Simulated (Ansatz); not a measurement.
I need a polarisability from point charges of CH₅FSSi, SMILES FCS[SiH3]. Use the Python package of Ansatz (0.2.0). Settings (for the species named): Hartree-Fock, def2-SVPD basis, multiplicity 1.

```yaml
atoms:
  - { symbol: F, position_ang: [-1.6356, 0.8568, 0.3607] }
  - { symbol: C, position_ang: [-0.4305, 1.3794, 0.5267] }
  - { symbol: S, position_ang: [0.6236, 0.0800, 1.1118] }
  - { symbol: Si, position_ang: [0.5760, -1.3486, -0.4523] }
  - { symbol: H, position_ang: [-0.0707, 1.7881, -0.4392] }
  - { symbol: H, position_ang: [-0.4762, 2.2042, 1.2629] }
  - { symbol: H, position_ang: [1.5418, -2.4193, -0.2278] }
  - { symbol: H, position_ang: [-0.8181, -1.9356, -0.4681] }
  - { symbol: H, position_ang: [0.7782, -0.6513, -1.6918] }
```

Script `ch5fssi_field.py`:
```python
'''Dipole of CH5FSSi in the field of point charges.'''

import ansatz as az
import numpy as np


def main() -> None:
    geometry = (
        az.Crystal.molecule()
        .atom('F', (-1.6356, 0.8568, 0.3607))
        .atom('C', (-0.4305, 1.3794, 0.5267))
        .atom('S', (0.6236, 0.08, 1.1118))
        .atom('Si', (0.576, -1.3486, -0.4523))
        .atom('H', (-0.0707, 1.7881, -0.4392))
        .atom('H', (-0.4762, 2.2042, 1.2629))
        .atom('H', (1.5418, -2.4193, -0.2278))
        .atom('H', (-0.8181, -1.9356, -0.4681))
        .atom('H', (0.7782, -0.6513, -1.6918))
    )

    setup = geometry.calculation()
    setup = setup.basis(gaussian='def2-SVPD')
    setup = setup.functional('hf')
    setup = setup.scf(lower_state_search='off')
    setup = setup.forces()
    # charges +q and -q at -R and +R make a nearly even field 2 k q / R^2 at the centre
    centre = np.mean([site.position_ang for site in geometry.cartesian_sites], axis=0)
    field = 2 * 14.399645 * 4.0 / 30.0 ** 2


    def dipole(axis, sign):
        arm = 30.0 * np.eye(3)[axis]
        pair = [{'charge': sign * 4.0, 'position_ang': (centre - arm).tolist()}, {'charge': -sign * 4.0, 'position_ang': (centre + arm).tolist()}]
        deck = setup.input().set(az.key.basis.gaussian.point_charges, pair)
        return np.array(az.Session.from_dict(deck).plan().execute().report['charge_distribution']['dipole_moment_e_ang'])


    print(f'field {field:.4f} V/A')
    alpha = np.array([(dipole(axis, 1) - dipole(axis, -1)) / (2 * field) * 14.399645 for axis in range(3)])
    print('polarisability tensor (A^3)')
    print(np.array2string(alpha, precision=3, suppress_small=True))
    print(f'mean {np.trace(alpha) / 3:.3f} A^3 = {np.trace(alpha) / 3 / 0.14818471:.2f} bohr^3')


if __name__ == '__main__':
    main()
```

```console
$ python ch5fssi_field.py
field 0.1280 V/A
polarisability tensor (A^3)
[[ 7.953 -0.601  0.031]
 [-0.608  9.606  0.831]
 [ 0.029  0.824  8.256]]
mean 8.605 A^3 = 58.07 bohr^3
```

The settings weren't tested for convergence. The geometry is a force-field or estimated start, not a minimum of this method, and the basis set is short of its limit. The field of two point charges is only nearly even. Finished in 16 s on 1 thread of Arm Neoverse V2 (shared host), peak memory 0.34 GiB.

(Lines on the test bed's own set-up are left out of the output.)
